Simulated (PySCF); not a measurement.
# HO2Sb: changing the method

Aim: see what other levels and later steps give for HO2Sb.

Program: PySCF 2.14.0. Level of theory: method and basis as typed in the scripts. These are calculated values, not measurements.

2 further runs of the same task are left out: 1 for a known fault of the program, 1 that didn't finish.

## (1) Starting geometry

HO2Sb: 4 atoms, charge 0, spin multiplicity 1.

Bond lengths: Sb1–O2 1.796 Å, Sb1–O3 1.796 Å, Sb1–H4 1.708 Å. Angles: O2–Sb1–O3 132.4°, O2–Sb1–H4 113.8°, O3–Sb1–H4 113.8°.

## (2) Base script

File input.py:

```python
from pyscf import gto, dft

mol = gto.M(
    atom='Sb 0.1175 0 -0.0753; O 0.3939 0 1.6996; O -1.3798 0 -1.0676; H 1.5554 0 -0.997',
    basis='sbkjc',
    ecp={'Sb': 'sbkjc', 'O': 'sbkjc'},
    charge=0,
    spin=0,
    symmetry=True,
    verbose=3,
)
mf = dft.RKS(mol, xc='bhandhlyp')
mf.kernel()
mf.dip_moment()
print('orbital energies (hartree):', mf.mo_energy[..., max(0, mol.nelec[1]-3):mol.nelec[0]+3].round(4))
```

The run is started by

```bash
$ OMP_NUM_THREADS=1 python input.py
```

## (3) Bp86

Variant 1 changes functional: bhandhlyp → bp86.

input.py, as its differences from that of step 2:

```diff
@@ -11,3 +11,3 @@
 )
-mf = dft.RKS(mol, xc='bhandhlyp')
+mf = dft.RKS(mol, xc='bp86')
 mf.kernel()
```

## (4) Revpbe

Variant 2 changes functional: bhandhlyp → revpbe.

input.py, as its differences from that of step 2:

```diff
@@ -11,3 +11,3 @@
 )
-mf = dft.RKS(mol, xc='bhandhlyp')
+mf = dft.RKS(mol, xc='revpbe')
 mf.kernel()
```

## (5) Stability test

Variant 3 changes step after the SCF: none → stability; point-group symmetry: on → off.

input.py, as its differences from that of step 2:

```diff
@@ -8,3 +8,2 @@
     spin=0,
-    symmetry=True,
     verbose=3,
@@ -13,2 +12,3 @@
 mf.kernel()
+mf.stability(internal=True, external=True)
 mf.dip_moment()
```

## (6) Population analysis

Variant 4 changes step after the SCF: none → analyze.

input.py, as its differences from that of step 2:

```diff
@@ -13,2 +13,3 @@
 mf.kernel()
+mf.mulliken_pop()
 mf.dip_moment()
```

## (7) B3pw91

Variant 5 changes functional: bhandhlyp → b3pw91.

input.py, as its differences from that of step 2:

```diff
@@ -11,3 +11,3 @@
 )
-mf = dft.RKS(mol, xc='bhandhlyp')
+mf = dft.RKS(mol, xc='b3pw91')
 mf.kernel()
```

Q: Predict the outcome of this session. Wanted: for each run, E(SCF); from base; SCF dipole; after the SCF.

**Answer**, as computed:

| run | E(SCF) (hartree) | from base (eV) | SCF dipole (D) | after the SCF |
| --- | --- | --- | --- | --- |
| base | -37.649889 | 0 | 4.15 | n/a |
| bp86 | -37.915476 | not comparable | 3.57 | n/a |
| revpbe | -37.875104 | not comparable | 3.54 | n/a |
| stability test | -37.649889 | 0.0000 | 4.15 | stable |
| population analysis | -37.649889 | 0.0000 | 4.15 | n/a |
| b3pw91 | -37.859879 | not comparable | 3.82 | n/a |

Total energies of different functionals can't be compared with each other; differences within one functional can. The dearest run is “stability test”, at 11 s against 2.7 s.
